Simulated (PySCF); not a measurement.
# C5H9O2PS: the cost of one run

Programs: PySCF 2.14.0, with routines of our own; each step states its level. All values are computed. Atoms count from 0.

### Step 1. The system as given

18 atoms, charge 0, multiplicity 1; geometry from: GFN2-xTB.

### Step 2. Magnetic properties: GIAO HF/pcSseg-1

What the job is given:

```
{"job": {"kind": "mag", "xc": "HF", "basis": "pcSseg-1", "isotopologues": 0}, "charge": 0, "multiplicity": 1}
C      2.430964    -0.861297    -1.222311
O      1.688965     0.342314    -1.317577
C      0.665448     0.442543    -0.488477
C     -0.323575     1.286324    -0.139227
C     -0.906360     2.600361    -0.468536
P     -0.226664    -0.155626     0.967341
S      0.394755    -0.256879     2.807936
C     -1.433826    -1.536457     0.537836
O     -2.338236    -1.703758     1.574094
H      3.317119    -0.725236    -1.838442
H      1.845773    -1.706381    -1.598090
H      2.724664    -1.054789    -0.186500
H     -0.336006     3.057934    -1.275005
H     -0.883265     3.252576     0.404175
H     -1.945739     2.491001    -0.777697
H     -0.843069    -2.450940     0.353188
H     -1.989320    -1.271152    -0.364446
H     -1.850386    -1.744222     2.413417
```

With the program's defaults for keys left out, this is: GIAO HF/pcSseg-1 magnetisability, rotational g tensor and spin-rotation constants, non-relativistic, gas phase.

On the command line:

```
$ OMP_NUM_THREADS=1 python excited_run.py task.json out
```

This one command runs all jobs of the session in turn.

**Question.** How long does this first job take on 1 thread of Arm Neoverse V2, shared host, and how much memory does it need?

About 39 s, with a peak of 1 GiB.
